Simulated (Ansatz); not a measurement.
# BClH2Te (SMILES ClB[TeH]): single points off equilibrium

One table from this session's results is given with a row withheld; the runs are named, their logs left out.

Computed with Ansatz 0.2.0, Gaussian basis. Level: single points in def2-TZVPP.

Correlated methods freeze the cores. Filled d shells of the heavier atoms are correlated. Core potentials replace the inner electrons past krypton, and spin-orbit coupling is left out.

**The starting structure**

SMILES `ClB[TeH]`, 5 atoms, charge 0, spin multiplicity 1.

Atoms are counted from 1 here; the program's logs count them from 0.

Bond lengths: Cl1–B2 1.744 Å, B2–Te3 2.247 Å, B2–H4 1.273 Å, Te3–H5 1.664 Å. Angles: Cl1–B2–Te3 121.3°, Cl1–B2–H4 123.5°, Te3–B2–H4 115.2°, B2–Te3–H5 92.6°.

Geometry (Å):

```xyz
5
charge 0, multiplicity 1
Cl   -1.1647    0.6449    1.3067
B    -0.5746   -0.4705    0.1032
Te    1.3769   -0.1211   -0.9545
H    -1.2154   -1.5050   -0.2704
H     1.5747    1.3767   -0.2577
```

Set-up of the first run:

Input file run/in.yaml:

```yaml
crystal:
  periodic: [false, false, false]
  atoms:
    - {symbol: Cl, position_ang: [-1.164700, 0.644900, 1.306700]}
    - {symbol: B, position_ang: [-0.574600, -0.470500, 0.103200]}
    - {symbol: Te, position_ang: [1.376900, -0.121100, -0.954500]}
    - {symbol: H, position_ang: [-1.215400, -1.505000, -0.270400]}
    - {symbol: H, position_ang: [1.574700, 1.376700, -0.257700]}
basis:
  gaussian: {orbitals: def2-TZVPP}
correlation: {method: ccsd_t}
output: {forces: true}
```

The command line of these runs was not kept.

Among the steps run: CCSD(T)/def2-TZVPP; PBE0-D4/def2-TZVPP; wB97M-V/def2-TZVPP; r2SCAN-D4/def2-TZVPP; PBE-D4/def2-TZVPP; SPW92/def2-TZVPP; wB97X-V/def2-TZVPP.

One table of the session follows, with a row left open; its other results are not shown here.

| method | RMS force component (eV/Å) | angle to CCSD(T) forces (°) | dipole (D) |
| --- | --- | --- | --- |
| CCSD(T) | 0.718 | reference | 0.32 |
| PBE0-D4 | 0.685 | 7.5 | 0.36 |
| wB97M-V | 0.746 | 4.0 | 0.21 |
| r2SCAN-D4 | 0.670 | 6.0 | 0.38 |
| PBE-D4 | 0.616 | 12.3 | 0.48 |
| SPW92 | 0.638 | 19.4 | 0.47 |
| wB97X-V | ? | ? | ? |

Estimate the missing values for wB97X-V.

**Answer.** RMS force component (eV/Å): 0.723; angle to CCSD(T) forces (°): 4.2; dipole (D): 0.24. In the column «RMS force component (eV/Å)» it lies between CCSD(T) (0.718) and wB97M-V (0.746).
